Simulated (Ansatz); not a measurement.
This script makes cell relaxations under several functionals of LuSb, space group Fm-3m with the Python package of Ansatz (0.2.0).

`lusb_lattice.py`
```python
'''How the lattice of LuSb depends on the functional.'''

import ansatz
import numpy as np

SMEARING_WIDTH = 0.1
FMAX = 0.02

def edges_and_angles(cell):
    cell = np.asarray(cell)
    a, b, c = np.linalg.norm(cell, axis=1)
    cosines = cell[1] @ cell[2] / (b * c), cell[0] @ cell[2] / (a * c), cell[0] @ cell[1] / (a * b)
    return (a, b, c, *np.degrees(np.arccos(cosines)))

lattice = ansatz.Lattice.of(
    (0.0, 3.03933085, 3.03933085),
    (3.03933085, 0.0, 3.03933085),
    (3.03933085, 3.03933085, 0.0),
)
sites = [
    ('Lu', (0.0, 0.0, 0.0)),
    ('Sb', (0.5, 0.5, 0.5)),
]
system = ansatz.Crystal(lattice=lattice)
for symbol, position in sites:
    system = system.atom(symbol, position)

model = (
    system.calculation()
    .occupations(ansatz.OccupationsMethod.FERMI_DIRAC, width=SMEARING_WIDTH)
    .kpoints(8)
    .basis(41 * ansatz.Ry)
    .relax(cell=True, force_tolerance=FMAX, max_steps=30)
)

levels = [('blyp', 'd3bj'), ('pbesol', 'none'), ('lda', 'none')]
print('level            a       b       c    alpha   beta  gamma  V/atom  steps')
for name, dispersion in levels:
    seen = []
    run = model.functional(name, dispersion=dispersion).session().plan()
    done = run.execute(on_event=lambda e: seen.append(e) if e['event'] == 'relax_step' else None)
    cell = done.lattice.cell_ang
    label = name if dispersion == 'none' else f'{name}+{dispersion}'
    print('{:13s} {:7.4f} {:7.4f} {:7.4f} {:6.2f} {:6.2f} {:6.2f}'.format(label, *edges_and_angles(cell)), f'{abs(np.linalg.det(cell)) / len(done.lattice.sites):7.3f} {len(seen):5d}')
```

Rank the levels of theory by the volume of the relaxed cell.

From smallest to largest: LDA (26.06 Å³ an atom, -7.2 % against the start), PBEsol (26.96 Å³ an atom, -4.0 % against the start) and BLYP+D3BJ (26.99 Å³ an atom, -3.9 % against the start). The spread is 3.6 % in volume.

The run itself:

```console
$ python lusb_lattice.py
level            a       b       c    alpha   beta  gamma  V/atom  steps
blyp+d3bj      4.2423  4.2423  4.2423  60.00  60.00  60.00  26.993     5
pbesol         4.2405  4.2405  4.2405  60.00  60.00  60.00  26.959     5
lda            4.1930  4.1930  4.1930  60.00  60.00  60.00  26.063     5
```

What to keep in mind:
- Forces vanish by symmetry, so the ions can't move, and the end may be a saddle.
- BLYP and dispersion corrections can be off by several per cent in the lattices of metals, and by several GPa in the pressure at a fixed cell.
- For a metal this k-point mesh is coarse: on a finer one energies can move by several to tens of meV an atom and pressures by half a GPa or more, differences at one mesh by less.
- Edges and angles are those of the cell as typed, here a primitive one, not of the conventional cell.
- The structure comes from a database of computed cells and needn't be a stable or known phase.
- The whole script took 37 s on 1 thread of Intel(R) Xeon(R) Processor @ 2.30GHz (shared host), peak memory 0.62 GiB.
